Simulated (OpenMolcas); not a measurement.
# V⁴⁺ among point charges: CASSCF and CASPT2 levels and susceptibility

How does a field of 5 point charges split the states of V⁴⁺, and what χT follows?

Program: OpenMolcas 26.06. Level of theory: state-averaged CASSCF and CASPT2, spin-orbit coupling by RASSI with atomic mean-field integrals. These are calculated values, not measurements, unless marked.

## 1. Starting point

* Species: V⁴⁺ (vanadium, Z = 23, 19 electrons)
* Basis: ANO-RCC-VTZP [6s5p3d2f1g], 59 functions
* Scalar Hamiltonian: DKH2, point nucleus
* Inactive shells: 1s 2s 2p 3s 3p
* Active space: 1 electron in 5 orbitals (3d)
* Some configurations of this space: 3d
* Orbitals: optimised for each spin and parity, averaged over all roots

The outer shells:

3d
```
3d [↑ ][  ][  ][  ][  ]
```

The ion sits among 5 point charges of -2.6 e arranged as a trigonal bipyramid (D3h), 2 Å from the ion, with the axial distance 1.900 Å.

The work runs as a chain of OpenMolcas steps in one folder; each step below is one input file. Labels, J, g values, rates, χT and fits are worked out afterwards by a script from the matrices that RASSI stores.

## 2. One- and two-electron integrals

a.inp

```
&GATEWAY
Coord
1

V 0.0 0.0 0.0
Basis=ANO-RCC-VTZP
Group=NoSym
NoMove
AngMom=0.0 0.0 0.0
AMFI
XField
5 Angstrom 0
2.000000 0.000000 0.000000 -2.600000
-1.000000 1.732051 0.000000 -2.600000
-1.000000 -1.732051 0.000000 -2.600000
0.000000 0.000000 1.900000 -2.600000
0.000000 0.000000 -1.900000 -2.600000
&SEWARD
```

Command:

```console
$ OMP_NUM_THREADS=1 MOLCAS_MEM=1689 MOLCAS_PROJECT=a pymolcas a.inp > a.log
```

## 3. CASSCF: doublets, 5 roots

a.inp

```
&RASSCF
FileOrb=start.orb
Symmetry=1
Spin=2
nActEl=1 0 0
Inactive=9
Ras2=5
CIRoot=5 5 1
SDav=5
CIMx=300
Iter=120 100
PrWF=0.3
OrbListing=Nothing
MaxOrb=0
>>> COPY $Project.JobIph JOB001
```

start.orb holds the contracted functions of the basis, ordered by shell, or the orbitals of the step before.

## 4. RASSI: spin-orbit coupling between the states

a.inp

```
&RASSI
NrOfJobIphs=1 5
1 2 3 4 5
IphNames
JOB001
EJob
SpinOrbit
DIPRint=1.0
SOCoupling=1000.0
Subsets=2
Property=9
'ANGMOM' 1 'ANGMOM' 2 'ANGMOM' 3 'MLTPL  1' 1 'MLTPL  1' 2 'MLTPL  1' 3
'AMFI' 1 'AMFI' 2 'AMFI' 3
SOProperty=3
'ANGMOM' 1 'ANGMOM' 2 'ANGMOM' 3
```

## 5. CASPT2: IPEA 0.25, imaginary shift 0.1 (closed shells correlated: 3s 3p)

a.inp

```
>>> COPY JOB001 $Project.JobIph
&CASPT2
Multistate=5 1 2 3 4 5
NoMult
Frozen=5
IPEA=0.25
Imaginary=0.1
MaxIter=60
WThr=0.0 0.3 0.05
PrWF=0.5
NoMix
```

(Steps that only read results are left out.)

What does the calculation give? Wanted: spin-free ground state; first state of the same spin within the active space; lowest level; next level.

The runs gave:

| quantity | value |
| --- | --- |
| method | SS-CASPT2, IPEA 0.25, imaginary shift 0.1 (closed shells correlated: 3s 3p) |
| spin-free ground state | 2E, 2-fold in its orbital part |
| first state of the same spin within the active space | 2E at 2570 cm⁻¹ |
| lowest level | 2-fold E3/2, g = 0.00, 0.00, 2.00 |
| next level | 494.2 cm⁻¹ |
| χT at 300 K | 0.39 cm³ K/mol |
| effective moment at 300 K | 1.77 μB |

Cost by method:

| method | time of its own steps | time with the reference |
| --- | --- | --- |
| A. CASSCF | 2.5 s | 2.5 s |
| B. SS-CASPT2, IPEA 0.25, imaginary shift 0.1, +3s 3p | 1.3 s | 3.8 s |

Times are of one thread on a shared host.

What this shows: The spin-free ground state (2E) comes to 100 % from free-ion D terms and keeps the highest spin of the shell. χT at 300 K is 0.39, against 0.38 cm³ K/mol for the spin alone; near agreement at one temperature doesn't show that the orbital moment is quenched. CASPT2 does not keep the components of a term degenerate, and the means are used. The field of point charges can differ much from that of real complexes. This is an electrostatic model: the charges have no orbitals.
